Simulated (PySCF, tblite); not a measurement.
# C₅H₁₄BN: a rotation path, then NMR shifts on frames, part 2 of 2

tblite 0.8.0 and PySCF 2.14.0. Atoms count from 0.

## 5. Shielding tensors: image 6, PBE0/pcSseg-1

The job: settings as JSON, then the geometry in Å.

```
{"job": {"kind": "nmr", "xc": "PBE0", "basis": "pcSseg-1", "pop": false}, "charge": 0, "multiplicity": 1}
B      2.406100     1.192100    -0.059300
N      1.879600    -0.372100    -0.019500
C      0.612800    -0.705100    -0.690300
C     -0.558200    -0.745700     0.280700
C     -1.932200    -0.948900    -0.387800
C     -2.411700     0.397800     0.175700
C     -1.037200     0.612600     0.826000
H      2.492300     1.475100    -1.213700
H      3.467100     1.159000     0.487100
H      1.626300     1.866600     0.530900
H      1.841400    -0.643600     0.958300
H      2.650700    -0.867300    -0.451700
H      0.434100     0.051900    -1.456400
H      0.691800    -1.685000    -1.179500
H     -0.353000    -1.482400     1.063400
H     -2.485900    -1.814000    -0.030100
H     -1.890400    -0.990700    -1.473900
H     -3.235700     0.319200     0.880400
H     -2.674100     1.134200    -0.580000
H     -1.052800     0.681200     1.911500
H     -0.479900     1.454500     0.427800
```

With the program's defaults for keys left out, this is: GIAO PBE0/pcSseg-1 NMR shielding, non-relativistic, gas phase.

The log of the run:

```text
coarse grid: 16264 points
cycle   1  E = -278.0347354225  dE =  6.824e-01  |g| = 4.640e-01  |ddm| = 3.869e+00
cycle   2  E = -278.0427884992  dE = -8.053e-03  |g| = 4.686e-01  |ddm| = 1.001e+00
cycle   3  E = -278.1030242134  dE = -6.024e-02  |g| = 6.789e-02  |ddm| = 4.936e-01
cycle   4  E = -278.1040166115  dE = -9.924e-04  |g| = 2.095e-02  |ddm| = 7.732e-02
cycle   5  E = -278.1041337999  dE = -1.172e-04  |g| = 4.471e-03  |ddm| = 2.304e-02
cycle   6  E = -278.1041382291  dE = -4.429e-06  |g| = 1.755e-03  |ddm| = 5.140e-03
final grid: 153448 points
cycle   7  E = -278.1456894726  dE = -6.938e-05  |g| = 1.112e-02  |ddm| = 4.217e-02
cycle   8  E = -278.1456761150  dE =  1.336e-05  |g| = 1.357e-02  |ddm| = 2.091e-02
cycle   9  E = -278.1457208762  dE = -4.476e-05  |g| = 8.299e-04  |ddm| = 1.138e-02
cycle  10  E = -278.1457210365  dE = -1.602e-07  |g| = 2.203e-04  |ddm| = 8.059e-04
cycle  11  E = -278.1457210463  dE = -9.825e-09  |g| = 6.732e-05  |ddm| = 1.860e-04
cycle  12  E = -278.1457210472  dE = -9.330e-10  |g| = 1.926e-05  |ddm| = 7.815e-05
converged SCF energy = -278.1457210472

GIAO shielding tensors (ppm)
atom      isotropic    diamagn.    paramagn.     s11        s22        s33       span
  0 B      122.293     188.631     -66.338    102.239    110.621    154.020     51.781
  1 N      211.591     316.901    -105.310    176.632    221.370    236.771     60.139
  2 C      131.421     247.289    -115.868    109.419    125.119    159.726     50.307
  3 C      151.249     250.217     -98.967    138.993    153.477    161.279     22.286
  4 C      162.657     250.472     -87.815    147.937    155.536    184.499     36.561
  5 C      170.959     251.540     -80.581    161.772    164.473    186.632     24.860
  6 C      161.354     247.393     -86.039    147.276    154.911    181.876     34.600
  7 H       29.674      30.025      -0.351     27.210     27.504     34.308      7.098
  8 H       29.725      29.448       0.278     26.603     27.701     34.871      8.268
  9 H       29.449      30.477      -1.028     25.872     28.645     33.831      7.960
 10 H       29.487      32.745      -3.258     23.334     28.011     37.117     13.783
 11 H       28.442      29.603      -1.161     20.625     25.930     38.769     18.144
 12 H       28.848      32.187      -3.338     25.325     29.706     31.514      6.189
 13 H       28.936      31.419      -2.484     24.184     29.236     33.387      9.204
 14 H       29.587      33.398      -3.811     25.797     29.762     33.201      7.404
 15 H       29.400      30.212      -0.811     25.957     26.946     35.299      9.342
 16 H       30.100      30.963      -0.863     26.801     28.517     34.982      8.181
 17 H       29.707      29.521       0.186     26.493     26.769     35.860      9.367
 18 H       29.637      29.930      -0.293     26.221     27.011     35.679      9.458
 19 H       29.418      31.217      -1.798     25.830     27.868     34.557      8.727
 20 H       28.671      31.144      -2.473     23.862     28.258     33.894     10.032
```

Wall time 2 min (1 thread of Intel Xeon at 2.50GHz, shared host); peak memory 0.9 GiB.

Key values: δ C2 55.5, C3 35.7, C6 25.6, C4 24.3, H11 3.28, H20 3.05 ppm.

## 6. Shielding tensors: image 7, PBE0/pcSseg-1

The job: settings as JSON, then the geometry in Å.

```
{"job": {"kind": "nmr", "xc": "PBE0", "basis": "pcSseg-1", "pop": false}, "charge": 0, "multiplicity": 1}
B      2.354300     1.176500     0.080000
N      1.902900    -0.406500    -0.083000
C      0.614000    -0.739400    -0.705600
C     -0.541300    -0.702600     0.283800
C     -1.925200    -0.968000    -0.342900
C     -2.411100     0.409700     0.132800
C     -1.023100     0.691000     0.726100
H      2.250500     1.656700    -1.006300
H      3.489800     1.113200     0.446400
H      1.658400     1.688400     0.895100
H      1.964300    -0.821200     0.842100
H      2.660800    -0.776500    -0.645100
H      0.437800    -0.020000    -1.508000
H      0.662100    -1.747300    -1.142100
H     -0.320900    -1.372700     1.119700
H     -2.462200    -1.812000     0.084500
H     -1.904300    -1.085000    -1.424300
H     -3.213500     0.370900     0.865200
H     -2.707400     1.085000    -0.666300
H     -1.008800     0.847900     1.802000
H     -0.486000     1.501600     0.245500
```

Method: GIAO PBE0/pcSseg-1 NMR shielding, non-relativistic, gas phase.

The log of the run:

```text
coarse grid: 16264 points
cycle   1  E = -278.0353174244  dE =  6.811e-01  |g| = 4.651e-01  |ddm| = 3.871e+00
cycle   2  E = -278.0429545854  dE = -7.637e-03  |g| = 4.715e-01  |ddm| = 1.017e+00
cycle   3  E = -278.1040125000  dE = -6.106e-02  |g| = 6.817e-02  |ddm| = 5.030e-01
cycle   4  E = -278.1050160081  dE = -1.004e-03  |g| = 2.084e-02  |ddm| = 7.770e-02
cycle   5  E = -278.1051320611  dE = -1.161e-04  |g| = 4.412e-03  |ddm| = 2.297e-02
cycle   6  E = -278.1051364199  dE = -4.359e-06  |g| = 1.727e-03  |ddm| = 5.152e-03
final grid: 153448 points
cycle   7  E = -278.1463038455  dE = -6.629e-05  |g| = 1.098e-02  |ddm| = 3.991e-02
cycle   8  E = -278.1462904069  dE =  1.344e-05  |g| = 1.347e-02  |ddm| = 2.084e-02
cycle   9  E = -278.1463345089  dE = -4.410e-05  |g| = 8.095e-04  |ddm| = 1.136e-02
cycle  10  E = -278.1463346603  dE = -1.514e-07  |g| = 2.177e-04  |ddm| = 7.666e-04
cycle  11  E = -278.1463346698  dE = -9.491e-09  |g| = 6.586e-05  |ddm| = 1.806e-04
cycle  12  E = -278.1463346707  dE = -8.990e-10  |g| = 1.902e-05  |ddm| = 7.470e-05
converged SCF energy = -278.1463346707

GIAO shielding tensors (ppm)
atom      isotropic    diamagn.    paramagn.     s11        s22        s33       span
  0 B      122.384     189.403     -67.020    103.197    110.910    153.044     49.846
  1 N      209.524     316.254    -106.730    177.300    219.782    231.490     54.191
  2 C      130.746     247.508    -116.762    111.598    123.714    156.924     45.326
  3 C      151.261     249.570     -98.309    140.546    154.127    159.111     18.565
  4 C      162.582     250.677     -88.095    147.451    155.678    184.615     37.164
  5 C      170.579     251.600     -81.021    161.451    164.186    186.100     24.649
  6 C      159.307     246.961     -87.654    144.876    153.193    179.854     34.978
  7 H       29.730      30.362      -0.632     27.350     27.543     34.297      6.946
  8 H       29.682      29.583       0.099     26.585     27.770     34.690      8.105
  9 H       29.526      30.810      -1.284     26.052     28.774     33.753      7.701
 10 H       29.413      32.167      -2.755     23.523     27.420     37.295     13.772
 11 H       28.398      29.425      -1.027     20.219     26.138     38.837     18.618
 12 H       28.889      32.226      -3.337     25.554     29.422     31.691      6.137
 13 H       28.920      31.325      -2.404     24.020     29.319     33.421      9.401
 14 H       29.591      33.397      -3.806     25.843     29.823     33.106      7.263
 15 H       29.378      30.235      -0.857     25.947     26.913     35.274      9.327
 16 H       30.109      31.005      -0.895     26.853     28.550     34.924      8.071
 17 H       29.721      29.549       0.172     26.517     26.806     35.842      9.325
 18 H       29.667      29.909      -0.242     26.262     27.024     35.715      9.453
 19 H       29.313      31.178      -1.866     25.696     27.881     34.361      8.666
 20 H       28.808      31.306      -2.498     24.254     28.551     33.619      9.364
```

It took 2 min on 1 thread of Intel Xeon at 2.50GHz, shared host; peak memory 0.89 GiB.

This run: δ C2 56.2, C3 35.7, C6 27.6, C4 24.3, H11 3.32, H20 2.91 ppm.

## 7. NMR shieldings: image 8, PBE0/pcSseg-1

The job: settings as JSON, then the geometry in Å.

```
{"job": {"kind": "nmr", "xc": "PBE0", "basis": "pcSseg-1", "pop": false}, "charge": 0, "multiplicity": 1}
B      2.336800     1.077300     0.269900
N      1.938100    -0.457900    -0.188400
C      0.606600    -0.694200    -0.754700
C     -0.500300    -0.590700     0.284900
C     -1.889300    -1.013500    -0.233800
C     -2.438300     0.386600     0.078100
C     -1.050100     0.818200     0.574300
H      2.078200     1.778900    -0.658500
H      3.510400     1.021400     0.487200
H      1.707600     1.330500     1.246700
H      2.078500    -1.035400     0.635300
H      2.648500    -0.696000    -0.872600
H      0.444200     0.047600    -1.539600
H      0.569900    -1.695900    -1.206600
H     -0.198100    -1.130400     1.185400
H     -2.354900    -1.820800     0.327700
H     -1.902600    -1.272200    -1.291000
H     -3.212800     0.401600     0.841100
H     -2.796800     0.931500    -0.791800
H     -1.008400     1.106200     1.621100
H     -0.576300     1.596700    -0.015200
```

With the program's defaults for keys left out, this is: GIAO PBE0/pcSseg-1 NMR shielding, non-relativistic, gas phase.

The log of the run:

```text
coarse grid: 16264 points
cycle   1  E = -278.0349594914  dE =  6.861e-01  |g| = 4.683e-01  |ddm| = 3.869e+00
cycle   2  E = -278.0420248252  dE = -7.065e-03  |g| = 4.767e-01  |ddm| = 1.038e+00
cycle   3  E = -278.1046149270  dE = -6.259e-02  |g| = 6.814e-02  |ddm| = 5.136e-01
cycle   4  E = -278.1056179798  dE = -1.003e-03  |g| = 2.101e-02  |ddm| = 7.844e-02
cycle   5  E = -278.1057357802  dE = -1.178e-04  |g| = 4.297e-03  |ddm| = 2.302e-02
cycle   6  E = -278.1057399116  dE = -4.131e-06  |g| = 1.718e-03  |ddm| = 4.950e-03
final grid: 153448 points
cycle   7  E = -278.1475726673  dE = -7.041e-05  |g| = 1.101e-02  |ddm| = 4.182e-02
cycle   8  E = -278.1475595933  dE =  1.307e-05  |g| = 1.343e-02  |ddm| = 2.125e-02
cycle   9  E = -278.1476037344  dE = -4.414e-05  |g| = 8.200e-04  |ddm| = 1.143e-02
cycle  10  E = -278.1476038887  dE = -1.543e-07  |g| = 2.287e-04  |ddm| = 7.981e-04
cycle  11  E = -278.1476038994  dE = -1.069e-08  |g| = 6.656e-05  |ddm| = 1.916e-04
cycle  12  E = -278.1476039003  dE = -9.039e-10  |g| = 1.984e-05  |ddm| = 7.739e-05
converged SCF energy = -278.1476039003

GIAO shielding tensors (ppm)
atom      isotropic    diamagn.    paramagn.     s11        s22        s33       span
  0 B      123.232     190.179     -66.947    105.499    112.627    151.570     46.070
  1 N      206.689     316.421    -109.732    176.644    216.930    226.493     49.849
  2 C      129.232     247.967    -118.735    112.326    122.135    153.234     40.908
  3 C      151.450     248.448     -96.998    143.647    153.287    157.415     13.767
  4 C      162.432     251.029     -88.597    146.106    156.619    184.572     38.465
  5 C      170.402     251.945     -81.543    161.058    164.817    185.333     24.275
  6 C      157.352     246.465     -89.114    141.696    150.251    180.107     38.411
  7 H       29.892      30.820      -0.928     27.384     28.036     34.255      6.871
  8 H       29.694      29.763      -0.069     26.628     27.918     34.535      7.907
  9 H       29.822      31.289      -1.466     26.597     28.950     33.921      7.323
 10 H       29.281      31.751      -2.470     23.782     26.733     37.329     13.547
 11 H       28.501      29.312      -0.811     20.485     25.972     39.047     18.563
 12 H       28.838      32.344      -3.506     25.593     29.235     31.685      6.092
 13 H       28.951      31.592      -2.640     23.869     29.690     33.295      9.425
 14 H       29.660      33.546      -3.886     25.891     30.172     32.917      7.025
 15 H       29.342      30.411      -1.069     25.937     26.921     35.169      9.232
 16 H       30.181      31.182      -1.001     26.940     28.697     34.905      7.964
 17 H       29.712      29.535       0.177     26.483     26.768     35.883      9.400
 18 H       29.692      29.931      -0.238     26.337     26.989     35.751      9.414
 19 H       29.105      31.004      -1.899     25.490     27.888     33.936      8.446
 20 H       29.169      31.412      -2.244     24.966     29.137     33.403      8.437
```

It took 1.8 min on 1 thread of Intel Xeon at 2.50GHz, shared host; peak memory 0.89 GiB.

This run: δ C2 57.7, C3 35.5, C6 29.6, C4 24.5, H11 3.22, H12 2.88 ppm.

## 8. Side by side: NMR shifts

Shifts (ppm) of some atoms, chosen among heavy atoms and hydrogens apart, with basis size and wall time:

| frame | C2 | C3 | C6 | H11 | H20 | B0 | N1 | functions | time |
| --- | --- | --- | --- | --- | --- | --- | --- | --- | --- |
| image 0 | 58.3 | 34.9 | 24.4 | 2.25 | 1.52 | -23.8 | 58.0 | 189 | 1.7 min |
| image 3 | 57.3 | 34.1 | 23.3 | 2.78 | 1.96 | -22.5 | 54.7 | 189 | 99 s |
| image 6 | 55.5 | 35.7 | 25.6 | 3.28 | 3.05 | -22.2 | 56.1 | 189 | 2 min |
| image 7 | 56.2 | 35.7 | 27.6 | 3.32 | 2.91 | -22.3 | 58.2 | 189 | 2 min |
| image 8 | 57.7 | 35.5 | 29.6 | 3.22 | 2.55 | -23.2 | 61.0 | 189 | 1.8 min |

## 9. Results

The summary covers parts 1 to 2.

| quantity | value |
| --- | --- |
| barrier | 0.124 eV (2.9 kcal/mol) at image 6 |
| end to end (GFN2-xTB) | 0.099 eV |
| ¹³C shifts against TMS (PBE0/pcSseg-1, image 0) | 58.3, 34.9, 24.4, 23.3, 16.0 ppm |
| ¹H shifts against TMS (PBE0/pcSseg-1, image 0) | 2.86, 2.84, 2.62, 2.33, 2.25, 2.24, 2.12, 2.09, 2.09, 2.05, 1.93, 1.90, 1.70, 1.52 ppm |
| ¹¹B shifts against BF3·OEt2 (PBE0/pcSseg-1, image 0) | -23.8 ppm |
| ¹⁵N shifts against NH3 (PBE0/pcSseg-1, image 0) | 58.0 ppm |
| range of the shift of N1 | 54.7 to 61.0 ppm |

**Reading.** Along the band the dihedral turns by 106°, and the top (dihedral -97°) lies 2.9 kcal/mol above the start (GFN2-xTB, rough), so at room temperature this motion is fast. The top was not checked by a frequency run. Shifts at one fixed geometry are not the observed spectrum, which averages over the motion. In the first frame run (image 0): The largest span, 58 ppm, is at C2, where the paramagnetic term is -120 ppm. Across the 5 runs the shift of N1 moves most, between 54.7 (image 3) and 61.0 ppm (image 8).
